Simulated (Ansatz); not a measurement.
**SnTe (rocksalt): equation of state and elastic constants**

Aim: the bulk modulus of SnTe (rocksalt) from energies at several volumes around the relaxed one, then the elastic tensor.

Program: Ansatz 0.2.0. Level of theory: DFT PBEsol, scalar-relativistic, plane waves, PAW. These are calculated values, not measurements.

## (1) The system as given

Symmetry: Fm-3m, No. 225, cubic system. The conventional cell has a = 6.288 Å, b = 6.288 Å, c = 6.288 Å, α = 90.00°, β = 90.00°, γ = 90.00°. Around Sn (site symmetry m-3m) lie 6 Te at 3.14 Å. Around Te (site symmetry m-3m) lie 6 Sn at 3.14 Å.

Coordinates:

```cif
data_structure
_symmetry_space_group_name_H-M 'P 1'
_symmetry_Int_Tables_number 1
_cell_length_a 4.4464
_cell_length_b 4.4464
_cell_length_c 4.4464
_cell_angle_alpha 60.000
_cell_angle_beta 60.000
_cell_angle_gamma 60.000
_cell_volume 62.16
loop_
_atom_site_label
_atom_site_type_symbol
_atom_site_fract_x
_atom_site_fract_y
_atom_site_fract_z
_atom_site_occupancy
Sn1 Sn 0.50000 0.50000 0.50000 1
Te1 Te 0.00000 0.00000 0.00000 1
```

This cell comes from an earlier session at PBEsol: 31.080 Å³/atom at 0.01 GPa, on a 8×8×8 mesh.

Volume factors to run: 0.980, 1.020, 0.960, 1.040.

## (2) Scaling the volume by 0.980

Contents of input.yaml:

```yaml
crystal:
  lattice:
    - [0.0, 3.1229873007, 3.1229873007]
    - [3.1229873007, 0.0, 3.1229873007]
    - [3.1229873007, 3.1229873007, 0.0]
  atoms:
    - { symbol: Sn, position: [0.5, 0.5, 0.5] }
    - { symbol: Te, position: [0.0, 0.0, 0.0] }
basis:
  ecutwfc: 420
  ecutrho_ratio: 4
kpoints:
  mp_grid: { grid: [8, 8, 8] }
hamiltonian:
  xc: pbesol
scf:
  occupations: { method: gaussian, width: 0.05 }
output:
  forces: true
  stress: true
  eigenvalues: true
```

Standard output (excerpt; [...] marks lines left out):

```text
Warning: RAYON_NUM_THREADS=4 ignored (pool sized by the plan → 4); use --threads N
[...]
Pseudopotentials: kind: paw
Pseudopotential: Sn, paw, valence charge 14, recommended cutoff 420 eV (normal), Sn.paw.azcp
Pseudopotential: Te, paw, valence charge 16, recommended cutoff 420 eV (normal), Te.paw.azcp
Functional definition: PBEsol
[...]
Crystal: 2 atoms, lattice volume = 60.917 Å³
Basis set: ecut = 420 eV, 1243 PW (Γ), exchange–correlation on 60×60×60 points (8 copies of the dense FFT grid, shifted against one another)
Bands: 19, of which v1, the nominal top of the filled ones, is band 15 counted from 1 (14 counted from 0)
Symmetry: 48 space group operations
Space group: Fm-3m (ITA 225), of the structure as read, at distance tolerance 3.9e-5 Å
k-points: 29 of 512
[...]
SCF iter   1: F=—  HF=-12851.847117 eV  |F-HF|=—  |Δ(HF+E_count)|=         —  Δρ=2.25e-3  dr2=2.23e-3  ethr=1.77e-3  ⟨swp⟩=6.2  Hψ=2874  notcnv=0
[...]
SCF iter   6: F=-12851.844211 eV  HF=-12851.844211 eV  |F-HF|=4.58e-10  |Δ(HF+E_count)|=   2.39e-8  Δρ=9.46e-7  dr2=2.50e-10  ethr=1.23e-10  ⟨swp⟩=3.1  Hψ=2070  notcnv=0
[...]
SCF converged after 6 iterations
Free energy (F): -12851.844211 eV
[...]
E sigma→0 (E₀):  -12851.844209 eV
Entropy (-TS):   -0.000003 eV (-0.002 meV/atom)
Fermi energy:    9.983941 eV
[...]
--- Forces (eV/Å), atoms counted from 1 ---
  atom   1  Sn     0.00000000     0.00000000     0.00000000
  atom   2  Te    -0.00000000     0.00000000    -0.00000000
[...]
--- Stress (GPa, compression-positive) ---
        1.014136       0.000000      -0.000000
       -0.000000       1.014136      -0.000000
        0.000000      -0.000000       1.014136
  P = ⅓ Tr σ = 1.0141 GPa (10.141 kbar)
--- Band table (eV; the first three rows and the last of 29) ---
  k-point 0: bands = ["-27.1409", "-27.1409", "-27.1356", "-27.1356", "-27.1356", "-11.8870", "-11.8870", "-11.8790", "-11.8790", "-11.8790", "-3.0843", "5.3288", "7.7362", "7.7362", "7.7362", "13.3297", "13.3297", "13.3297", "14.6340"]
[...]
```

Run time: 1.4 s. Hardware: 4 threads of an Arm CPU, shared host; peak memory 0.36 GiB.

Read off: volume 30.459 Å³/atom, pressure 1.01 GPa, gap on the mesh 0.22 eV.

## (3) Volume × 1.020

input.yaml, as its differences from that of step 2:

```diff
@@ -2,5 +2,5 @@
   lattice:
-    - [0.0, 3.1229873007, 3.1229873007]
-    - [3.1229873007, 0.0, 3.1229873007]
-    - [3.1229873007, 3.1229873007, 0.0]
+    - [0.0, 3.164911596, 3.164911596]
+    - [3.164911596, 0.0, 3.164911596]
+    - [3.164911596, 3.164911596, 0.0]
   atoms:
```

Standard output (excerpt; [...] marks lines left out):

```text
Warning: RAYON_NUM_THREADS=4 ignored (pool sized by the plan → 4); use --threads N
[...]
Pseudopotentials: kind: paw
Pseudopotential: Sn, paw, valence charge 14, recommended cutoff 420 eV (normal), Sn.paw.azcp
Pseudopotential: Te, paw, valence charge 16, recommended cutoff 420 eV (normal), Te.paw.azcp
Functional definition: PBEsol
[...]
Crystal: 2 atoms, lattice volume = 63.404 Å³
Basis set: ecut = 420 eV, 1243 PW (Γ), exchange–correlation on 60×60×60 points (8 copies of the dense FFT grid, shifted against one another)
Bands: 19, of which v1, the nominal top of the filled ones, is band 15 counted from 1 (14 counted from 0)
Symmetry: 48 space group operations
Space group: Fm-3m (ITA 225), of the structure as read, at distance tolerance 4.0e-5 Å
k-points: 29 of 512
[...]
SCF iter   1: F=—  HF=-12851.847708 eV  |F-HF|=—  |Δ(HF+E_count)|=         —  Δρ=2.23e-3  dr2=2.63e-3  ethr=1.77e-3  ⟨swp⟩=6.2  Hψ=2859  notcnv=0
[...]
SCF iter   6: F=-12851.844583 eV  HF=-12851.844583 eV  |F-HF|=1.24e-9  |Δ(HF+E_count)|=   2.99e-7  Δρ=2.37e-6  dr2=2.87e-9  ethr=3.33e-10  ⟨swp⟩=6.1  Hψ=2680  notcnv=0
[...]
SCF converged after 6 iterations
Free energy (F): -12851.844583 eV
[...]
E sigma→0 (E₀):  -12851.844505 eV
Entropy (-TS):   -0.000156 eV (-0.078 meV/atom)
Fermi energy:    9.337460 eV
[...]
--- Forces (eV/Å), atoms counted from 1 ---
  atom   1  Sn     0.00000000    -0.00000000    -0.00000000
  atom   2  Te    -0.00000000     0.00000000     0.00000000
[...]
--- Stress (GPa, compression-positive) ---
       -0.892811      -0.000000      -0.000000
       -0.000000      -0.892811      -0.000000
       -0.000000       0.000000      -0.892811
  P = ⅓ Tr σ = -0.8928 GPa (-8.928 kbar)
--- Band table (eV; the first three rows and the last of 29) ---
  k-point 0: bands = ["-27.6421", "-27.6421", "-27.6377", "-27.6377", "-27.6377", "-12.4797", "-12.4797", "-12.4739", "-12.4739", "-12.4739", "-3.3970", "4.5571", "7.2332", "7.2332", "7.2332", "12.6323", "12.6323", "12.6323", "14.0912"]
[...]
```

It took 1.4 s on 4 threads of an Arm CPU, shared host; peak memory 0.36 GiB.

Result: volume 31.702 Å³/atom, pressure -0.89 GPa, gap on the mesh 0.10 eV.

## (4) Volume × 0.960

input.yaml, as its differences from that of step 3:

```diff
@@ -2,5 +2,5 @@
   lattice:
-    - [0.0, 3.164911596, 3.164911596]
-    - [3.164911596, 0.0, 3.164911596]
-    - [3.164911596, 3.164911596, 0.0]
+    - [0.0, 3.1015963054, 3.1015963054]
+    - [3.1015963054, 0.0, 3.1015963054]
+    - [3.1015963054, 3.1015963054, 0.0]
   atoms:
```

Standard output (excerpt; [...] marks lines left out):

```text
Warning: RAYON_NUM_THREADS=4 ignored (pool sized by the plan → 4); use --threads N
[...]
Pseudopotentials: kind: paw
Pseudopotential: Sn, paw, valence charge 14, recommended cutoff 420 eV (normal), Sn.paw.azcp
Pseudopotential: Te, paw, valence charge 16, recommended cutoff 420 eV (normal), Te.paw.azcp
Functional definition: PBEsol
[...]
Crystal: 2 atoms, lattice volume = 59.674 Å³
Basis set: ecut = 420 eV, 1211 PW (Γ), exchange–correlation on 60×60×60 points (8 copies of the dense FFT grid, shifted against one another)
Bands: 19, of which v1, the nominal top of the filled ones, is band 15 counted from 1 (14 counted from 0)
Symmetry: 48 space group operations
Space group: Fm-3m (ITA 225), of the structure as read, at distance tolerance 3.9e-5 Å
k-points: 29 of 512
[...]
SCF iter   1: F=—  HF=-12851.834854 eV  |F-HF|=—  |Δ(HF+E_count)|=         —  Δρ=2.30e-3  dr2=2.12e-3  ethr=1.77e-3  ⟨swp⟩=6.2  Hψ=2875  notcnv=0
[...]
SCF iter   6: F=-12851.832050 eV  HF=-12851.832050 eV  |F-HF|=3.24e-10  |Δ(HF+E_count)|=   1.84e-8  Δρ=7.86e-7  dr2=1.69e-10  ethr=1.02e-10  ⟨swp⟩=3.0  Hψ=2019  notcnv=0
[...]
SCF converged after 6 iterations
Free energy (F): -12851.832050 eV
[...]
E sigma→0 (E₀):  -12851.832050 eV
Entropy (-TS):   -0.000000 eV (-0.000 meV/atom)
Fermi energy:    10.327448 eV
[...]
--- Forces (eV/Å), atoms counted from 1 ---
  atom   1  Sn     0.00000000    -0.00000000    -0.00000000
  atom   2  Te    -0.00000000    -0.00000000    -0.00000000
[...]
--- Stress (GPa, compression-positive) ---
        2.140684       0.000000       0.000000
        0.000000       2.140684      -0.000000
        0.000000       0.000000       2.140684
  P = ⅓ Tr σ = 2.1407 GPa (21.407 kbar)
--- Band table (eV; the first three rows and the last of 29) ---
  k-point 0: bands = ["-26.8746", "-26.8746", "-26.8688", "-26.8688", "-26.8688", "-11.5751", "-11.5751", "-11.5658", "-11.5658", "-11.5658", "-2.9196", "5.7406", "8.0040", "8.0040", "8.0040", "13.6981", "13.6981", "13.6981", "14.9224"]
[...]
```

It took 1.2 s on 4 threads of an Arm CPU, shared host; peak memory 0.36 GiB.

In short: volume 29.837 Å³/atom, pressure 2.14 GPa, mesh gap 0.29 eV.

## (5) Volume × 1.040

input.yaml, as its differences from that of step 4:

```diff
@@ -2,5 +2,5 @@
   lattice:
-    - [0.0, 3.1015963054, 3.1015963054]
-    - [3.1015963054, 0.0, 3.1015963054]
-    - [3.1015963054, 3.1015963054, 0.0]
+    - [0.0, 3.1854635459, 3.1854635459]
+    - [3.1854635459, 0.0, 3.1854635459]
+    - [3.1854635459, 3.1854635459, 0.0]
   atoms:
```

Standard output (excerpt; [...] marks lines left out):

```text
Warning: RAYON_NUM_THREADS=4 ignored (pool sized by the plan → 4); use --threads N
[...]
Pseudopotentials: kind: paw
Pseudopotential: Sn, paw, valence charge 14, recommended cutoff 420 eV (normal), Sn.paw.azcp
Pseudopotential: Te, paw, valence charge 16, recommended cutoff 420 eV (normal), Te.paw.azcp
Functional definition: PBEsol
[...]
Crystal: 2 atoms, lattice volume = 64.647 Å³
Basis set: ecut = 420 eV, 1243 PW (Γ), exchange–correlation on 64×64×64 points (8 copies of the dense FFT grid, shifted against one another)
Bands: 19, of which v1, the nominal top of the filled ones, is band 15 counted from 1 (14 counted from 0)
Symmetry: 48 space group operations
Space group: Fm-3m (ITA 225), of the structure as read, at distance tolerance 4.0e-5 Å
k-points: 29 of 512
[...]
SCF iter   1: F=—  HF=-12851.837744 eV  |F-HF|=—  |Δ(HF+E_count)|=         —  Δρ=2.19e-3  dr2=2.78e-3  ethr=1.77e-3  ⟨swp⟩=6.2  Hψ=2856  notcnv=0
[...]
SCF iter   6: F=-12851.834518 eV  HF=-12851.834518 eV  |F-HF|=3.99e-8  |Δ(HF+E_count)|=   4.75e-7  Δρ=6.72e-6  dr2=3.05e-8  ethr=3.33e-10  ⟨swp⟩=6.1  Hψ=2703  notcnv=0
[...]
SCF converged after 6 iterations
Free energy (F): -12851.834518 eV
[...]
E sigma→0 (E₀):  -12851.834341 eV
Entropy (-TS):   -0.000354 eV (-0.177 meV/atom)
Fermi energy:    9.033397 eV
[...]
--- Forces (eV/Å), atoms counted from 1 ---
  atom   1  Sn     0.00000000     0.00000000    -0.00000000
  atom   2  Te    -0.00000000     0.00000000     0.00000000
[...]
--- Stress (GPa, compression-positive) ---
       -1.684911      -0.000000      -0.000000
       -0.000000      -1.684911      -0.000000
       -0.000000       0.000000      -1.684911
  P = ⅓ Tr σ = -1.6849 GPa (-16.849 kbar)
--- Band table (eV; the first three rows and the last of 29) ---
  k-point 0: bands = ["-27.8770", "-27.8770", "-27.8730", "-27.8730", "-27.8730", "-12.7609", "-12.7609", "-12.7562", "-12.7562", "-12.7562", "-3.5450", "4.1955", "6.9972", "6.9972", "6.9972", "12.3021", "12.3021", "12.3021", "13.8355"]
[...]
```

Run time: 1.4 s. Hardware: 4 threads of an Arm CPU, shared host; peak memory 0.37 GiB.

Read off: volume 32.323 Å³/atom, pressure -1.68 GPa, gap on the mesh 0.05 eV.

## (6) The fit

Energies have the smearing extrapolated to zero and count from the lowest point.

| volume (Å³/atom) | energy (meV/atom) | pressure (GPa) | gap (eV) |
| --- | --- | --- | --- |
| 29.837 | 8.01 | 2.14 | 0.29 |
| 30.459 | 1.93 | 1.01 | 0.22 |
| 31.080 | 0.00 | 0.01 | 0.16 |
| 31.702 | 1.78 | -0.89 | 0.10 |
| 32.323 | 6.87 | -1.68 | 0.05 |

volume (Å³/atom), energy (meV/atom) and a bar:
```
    29.84        8.0 ##############################
    30.46        1.9 #######
    31.08        0.0 
    31.70        1.8 #######
    32.32        6.9 ##########################
```

## (7) The elastic tensor from strained cells

input.yaml, as its differences from that of step 5:

```diff
@@ -2,5 +2,5 @@
   lattice:
-    - [0.0, 3.1854635459, 3.1854635459]
-    - [3.1854635459, 0.0, 3.1854635459]
-    - [3.1854635459, 3.1854635459, 0.0]
+    - [0.0, 3.1440892064, 3.1440892064]
+    - [3.1440892064, 0.0, 3.1440892064]
+    - [3.1440892064, 3.1440892064, 0.0]
   atoms:
@@ -21 +21,4 @@
   eigenvalues: true
+elastic:
+  mode: relaxed_ion
+  stencil: two_point
```

Standard output (excerpt; [...] marks lines left out):

```text
Warning: RAYON_NUM_THREADS=4 ignored (pool sized by the plan → 4); use --threads N
[...]
Pseudopotentials: kind: paw
Pseudopotential: Sn, paw, valence charge 14, recommended cutoff 420 eV (normal), Sn.paw.azcp
Pseudopotential: Te, paw, valence charge 16, recommended cutoff 420 eV (normal), Te.paw.azcp
Functional definition: PBEsol
[...]
Crystal: 2 atoms, lattice volume = 62.161 Å³
Basis set: ecut = 420 eV, 1243 PW (Γ), exchange–correlation on 60×60×60 points (8 copies of the dense FFT grid, shifted against one another)
Bands: 19, of which v1, the nominal top of the filled ones, is band 15 counted from 1 (14 counted from 0)
Symmetry: 48 space group operations
Space group: Fm-3m (ITA 225), of the structure as read, at distance tolerance 4.0e-5 Å
k-points: 29 of 512
[...]
SCF iter   1: F=—  HF=-12851.851092 eV  |F-HF|=—  |Δ(HF+E_count)|=         —  Δρ=2.29e-3  dr2=2.49e-3  ethr=1.77e-3  ⟨swp⟩=6.2  Hψ=2861  notcnv=0
[...]
  moduli (Voigt/Reuss/Hill, GPa): K = 47.64/47.64/47.64   G = 34.68/21.85/28.26   E = 70.79   ν = 0.252
  mechanically stable: yes (min eigenvalue of sym C = 15.18 GPa)
  strain η (Voigt 11):  stress-route row diagonal C_11 = 132.87 GPa, energy-path curvature d²(F+E_count+ΔE)/dδ²/Ω₀ = 132.92 GPa
         δ    σ_11 (GPa)             F (eV)   n_scf  n_hpsi   n_pw
    -2.000e-3      -0.2745      -12851.8479787       7   20389   1243   relax 0 steps, max|allowed force component| 7.89e-30 eV/Å
     2.000e-3       0.2570      -12851.8479935       5   18622   1243   relax 0 steps, max|allowed force component| 1.85e-29 eV/Å
  strain η (Voigt 23):  stress-route row diagonal C_44 = 15.18 GPa, energy-path curvature d²(F+E_count+ΔE)/dδ²/Ω₀ = 15.20 GPa
         δ    σ_23 (GPa)             F (eV)   n_scf  n_hpsi   n_pw
    -2.000e-3      -0.0304      -12851.8480763       6   29408   1243   relax 0 steps, max|allowed force component| 1.17e-28 eV/Å
     2.000e-3       0.0304      -12851.8480763       4   25313   1243   relax 0 steps, max|allowed force component| 4.34e-29 eV/Å
```

Run time: 11 s. Hardware: 4 threads of an Arm CPU, shared host; peak memory 0.44 GiB.

Result: volume 31.080 Å³/atom, pressure 0.01 GPa, gap on the mesh 0.16 eV.

The elastic tensor (GPa, Voigt order xx, yy, zz, yz, xz, xy, in the frame of the lattice vectors):

```
132.9   5.0   5.0   0.0   0.0   0.0
  5.0 132.9   5.0   0.0   0.0   0.0
  5.0   5.0 132.9   0.0   0.0   0.0
  0.0   0.0   0.0  15.2   0.0   0.0
  0.0   0.0   0.0   0.0  15.2   0.0
  0.0   0.0   0.0   0.0   0.0  15.2
```

```
modulus (GPa)  Voigt  Reuss  Hill
         bulk   47.6   47.6  47.6
        shear   34.7   21.9  28.3
```

Young's modulus along Cartesian directions: [100] 133, [010] 133, [001] 133, [110] 50, [101] 50, [011] 50, [111] 41 GPa.

## (8) Outcome

| quantity | value |
| --- | --- |
| V0 | 31.081 Å³/atom |
| B0 | 48 GPa |
| B0′ | 4.7 |
| scatter of the fit | 0.002 meV/atom |
| C11, C12, C44 | 133, 5, 15 GPa |
| K, G, E (Hill) | 48, 28, 71 GPa |
| Poisson's ratio | 0.25 |

The fitted minimum lies at 31.08 Å³/atom, and the bulk modulus is 48 GPa. One per cent of compression takes about 0.48 GPa. All eigenvalues of the tensor are positive, so the cell is mechanically stable. K/G = 1.68 lies under Pugh's 1.75, an empirical mark of brittle behaviour drawn from metals, and the universal anisotropy index of 2.93 is large. The bulk moduli from the tensor and from the fit agree within 1 %. These are values at 0 K without zero-point motion.
